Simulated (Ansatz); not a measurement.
# SiNi2: relaxation of the atoms with PBE

The system is SiNi2.

```
Ni Si
1.0
     5.08980    0.00000    0.00000
     0.00000    3.72000    0.00000
     0.00000    0.00000    7.03000
Ni Si
8 4
Direct
  0.32500 0.75000 0.93700
  0.67500 0.25000 0.06300
  0.17500 0.25000 0.43700
  0.82500 0.75000 0.56300
  0.45800 0.75000 0.29700
  0.54200 0.25000 0.70300
  0.04200 0.25000 0.79700
  0.95800 0.75000 0.20300
  0.78600 0.75000 0.88600
  0.21400 0.25000 0.11400
  0.71400 0.25000 0.38600
  0.28600 0.75000 0.61400
```

The cell isn't the ideal one: strained by +2 %.

| Property | Result |
| --- | --- |
| Program | Ansatz 0.2.0 |
| Task | relaxation of the atoms |
| Functional | PBE |
| Potentials or basis | Ansatz PAW |
| Cutoff | 420 eV (not typed: the program's choice for these potentials) |
| k mesh | 5 × 5 × 3 |
| Occupations | fermi-dirac, width 0.05 eV |
| Spin | collinear spin, ferromagnetic start |
| Starting moments | [1.0, 1.0, 1.0, 1.0, 1.0, 1.0, 1.0, 1.0, 0.0, 0.0, 0.0, 0.0] μB |

| Property | Result |
| --- | --- |
| Energy gained by relaxing | 3.6 meV/atom |
| Ionic steps | 4 |
| Pressure after relaxing | -0.2 GPa |
| Largest force after relaxing | 0.006 eV/Å |
| Band gap on the k mesh | none (metal or under the smearing width) |
| Net moment | 0.00 μB per cell |
| Absolute moment | 0.00 μB per cell |

Forces on the atoms (eV/Å):
```
Ni   0.000  0.000 -0.004
Ni   0.000  0.000  0.004
Ni   0.000  0.000 -0.004
Ni   0.000  0.000  0.004
Ni   0.003  0.000  0.000
Ni  -0.003  0.000  0.000
Ni  -0.003  0.000  0.000
Ni   0.003  0.000  0.000
Si   0.000  0.000  0.006
Si   0.000  0.000 -0.006
Si   0.000  0.000  0.006
Si   0.000  0.000 -0.006
```

Stress tensor (GPa, compression positive):
```
-1.56  0.00  0.00
 0.00  0.18  0.00
 0.00  0.00  0.81
```

The path:
```
step  energy change (eV)  largest force (eV/Å)
   1              0.0000                0.4186
   2             -0.0240                0.2732
   3             -0.0425                0.0228
   4             -0.0429                0.0060
```

Final structure:
```
CELL_PARAMETERS angstrom
5.08980 0.00000 0.00000
0.00000 3.72000 0.00000
0.00000 0.00000 7.03000
ATOMIC_POSITIONS crystal
Ni 0.33233 0.75000 0.93962
Ni 0.66767 0.25000 0.06038
Ni 0.16767 0.25000 0.43962
Ni 0.83233 0.75000 0.56038
Ni 0.46088 0.75000 0.29736
Ni 0.53912 0.25000 0.70264
Ni 0.03912 0.25000 0.79736
Ni 0.96088 0.75000 0.20264
Si 0.78278 0.75000 0.88496
Si 0.21722 0.25000 0.11504
Si 0.71722 0.25000 0.38496
Si 0.28278 0.75000 0.61504
```

Levels at points of the mesh, in eV from the Fermi level:
Spin up:
| k point | band 77 | band 78 | band 79 | band 80 | band 81 | band 82 | band 83 | band 84 |
| --- | --- | --- | --- | --- | --- | --- | --- | --- |
| (0.00, 0.00, 0.00) | -0.95 | -0.92 | -0.61 | -0.29 | 0.60 | 0.80 | 2.06 | 2.30 |
Spin down:
```csv
k point,band 76,band 77,band 78,band 79,band 80,band 81,band 82,band 83,band 84,band 85
"(0.00, 0.00, 0.00)",-1.09,-0.95,-0.92,-0.61,-0.29,0.60,0.80,2.06,2.30,2.56
```

Wall time 56 s on 4 threads of Arm Neoverse V1, on a shared host, peak memory 0.84 GiB.

Caveat: the starting moments weren't kept; the thresholds are loose for stress.
